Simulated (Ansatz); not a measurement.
# BLYP/6-31G(d) (spherical functions) run of [SiH3O4]− (SMILES [O-][Si](O)(O)O)

Aim: the energy change on altering one bond length of [SiH3O4]− at BLYP/6-31G* (spherical functions), from 2 runs. 

The calculation is run with Ansatz 0.2.0.

13 further runs of the same task are left out: 10 that didn't finish, 3 set aside as unsound or not needed. Runs told in other sessions of the task aren't counted.

## (1) The structure to begin with

The species is [SiH3O4]− (8 atoms), meant as a singlet with charge -1. SMILES: `[O-][Si](O)(O)O`. Geometry: relaxed at PBE0-D4/def2-TZVPD. This is one conformer, not always the lowest.

Bond lengths: O1–Si2 1.558 Å, Si2–O3 1.684 Å, Si2–O4 1.684 Å, Si2–O5 1.684 Å, O3–H6 0.959 Å, O4–H7 0.959 Å, O5–H8 0.959 Å. Angles: O1–Si2–O3 115.2°, O1–Si2–O4 115.2°, O1–Si2–O5 115.2°, O3–Si2–O4 103.2°, O3–Si2–O5 103.2°, O4–Si2–O5 103.2°, Si2–O3–H6 107.0°, Si2–O4–H7 107.0°, Si2–O5–H8 107.0°.

## (2) A single-point energy at BLYP/6-31G(d) (spherical functions)

File job.yaml:

```yaml
crystal:
  periodic: [false, false, false]
  atoms:
    - {symbol: O, position_ang: [-1.413500, 0.197800, 0.825000]}
    - {symbol: Si, position_ang: [-0.078000, 0.010900, 0.045600]}
    - {symbol: O, position_ang: [1.319300, 0.127500, 0.978800]}
    - {symbol: O, position_ang: [0.191900, 1.122100, -1.191000]}
    - {symbol: O, position_ang: [0.099000, -1.475100, -0.727300]}
    - {symbol: H, position_ang: [1.074100, 0.563800, 1.796600]}
    - {symbol: H, position_ang: [-0.653700, 1.525800, -1.393900]}
    - {symbol: H, position_ang: [-0.539100, -2.072800, -0.333900]}
basis:
  gaussian:
    orbitals: 6-31G_st_-spherical.json
output: {orbitals: {seedname: orbitals}}
hamiltonian:
  xc: {name: BLYP}
accuracy: high
total_charge: -1
```

The basis set 6-31G* is read from a file made from the Basis Set Exchange's data (not shown).

Started as:

```sh
$ ansatz run job.yaml --threads 1 --pin off --max-ram 2610MiB --events-out events.jsonl --progress --plain --runs-dir runs
```

Standard output:

```text
Warning: RAYON_NUM_THREADS=1 ignored (pool sized by the plan → 1); use --threads N
Functional definition: BLYP
  name "BLYP"
  parameter beta = 0.0042
  parameter a = 0.04918
  parameter b = 0.132
  parameter c = 0.2533
  parameter d = 0.349
  exchange = b88_x(beta = beta)
  correlation = lyp_c(a = a, b = b, c = c, d = d)
1756 factors; integrals over basis functions are off by at most 3.6e-9 eV
mean field evaluation 1: about -16107.1799 eV, gradient 7.6e1 eV
mean field evaluation 2: about -16063.6495 eV, gradient 1.6e2 eV
mean field evaluation 4: about -16117.1428 eV, gradient 4.6e0 eV
mean field evaluation 8: about -16117.1731 eV, gradient 3.3e-1 eV
mean field evaluation 16: about -16117.1734 eV, gradient 5.4e-6 eV
mean field -16117.17335060 eV, -592.2951960222 hartree, gradient 1.4e-8 eV, S^2 0.000000; 0 other end points of the search recorded, 0 dependent functions left out
reference -16117.17340162 eV, -592.2951978972 hartree; 25, 25 occupied and 55, 55 virtual orbitals, 1756 factors
Total energy: -16117.17340162 eV, -592.2951978972 hartree
```

Run time: 5.4 s. Hardware: 1 thread of Arm Neoverse V2, shared host; peak memory 0.2 GiB.

## (3) The distorted shape

File in.yaml:

```yaml
crystal:
  periodic: [false, false, false]
  atoms:
    - {symbol: O, position_ang: [-1.623130, 0.180307, 0.684997]}
    - {symbol: Si, position_ang: [-0.287630, -0.006593, -0.094403]}
    - {symbol: O, position_ang: [1.319300, 0.127500, 0.978800]}
    - {symbol: O, position_ang: [-0.017730, 1.104607, -1.331003]}
    - {symbol: O, position_ang: [-0.110630, -1.492593, -0.867303]}
    - {symbol: H, position_ang: [1.074100, 0.563800, 1.796600]}
    - {symbol: H, position_ang: [-0.863330, 1.508307, -1.533903]}
    - {symbol: H, position_ang: [-0.748730, -2.090293, -0.473903]}
basis:
  gaussian: {orbitals: 6-31G_st_-spherical.json}
total_charge: -1
hamiltonian: {xc: {name: BLYP}}
accuracy: high
output: {orbitals: {seedname: orbitals}}
```

The basis set 6-31G* is read from a file made from the Basis Set Exchange's data (not shown).

Started as:

```sh
$ ansatz run in.yaml --threads 1 --pin off --max-ram 2610MiB --events-out events.jsonl --progress --plain --runs-dir runs
```

Standard output, shortened:

```text
Warning: RAYON_NUM_THREADS=1 ignored (pool sized by the plan → 1); use --threads N
[... 9 set-up lines as earlier in the session ...]
1747 factors; integrals over basis functions are off by at most 3.4e-9 eV
mean field evaluation 1: about -16106.7722 eV, gradient 7.6e1 eV
mean field evaluation 2: about -16061.3263 eV, gradient 1.6e2 eV
mean field evaluation 4: about -16116.7877 eV, gradient 5.8e0 eV
mean field evaluation 8: about -16116.8377 eV, gradient 2.1e-1 eV
mean field evaluation 16: about -16116.8377 eV, gradient 4.3e-6 eV
mean field -16116.83774815 eV, -592.2828628593 hartree, gradient 8.3e-8 eV, S^2 0.000000; 0 other end points of the search recorded, 0 dependent functions left out
reference -16116.83779946 eV, -592.2828647450 hartree; 25, 25 occupied and 55, 55 virtual orbitals, 1747 factors
Total energy: -16116.83779946 eV, -592.2828647450 hartree
```

It took 5.4 s on 1 thread of Arm Neoverse V2, shared host; peak memory 0.2 GiB.

## (4) Outcome

Level: BLYP/6-31G* (spherical functions).

| quantity | value |
| --- | --- |
| first shape: total energy | -592.29520 Eh |
| first shape: HOMO energy | 0.78 eV |
| first shape: LUMO energy | 5.72 eV |
| first shape: HOMO–LUMO gap (to an unbound level, set by the basis) | 4.94 eV |
| distorted shape: total energy | -592.28286 Eh |
| distorted shape: HOMO energy | 0.49 eV |
| distorted shape: LUMO energy | 5.41 eV |
| distorted shape: HOMO–LUMO gap (to an unbound level, set by the basis) | 4.92 eV |
| energy change with the Si2–O3 bond stretched from 1.684 to 1.937 Å | 0.336 eV |

With the Si2–O3 bond stretched from 1.684 to 1.937 Å the energy rises by 0.34 eV (7.7 kcal/mol). The first shape isn't relaxed at this level, so the change isn't measured from a minimum. The HOMO (first shape) lies at positive energy, 0.78 eV, from the functional's self-interaction, a short basis or an electron that isn't bound; only total energies against the neutral tell. The HOMO (distorted shape) lies at positive energy, 0.49 eV, from the functional's self-interaction, a short basis or an electron that isn't bound; only total energies against the neutral tell.
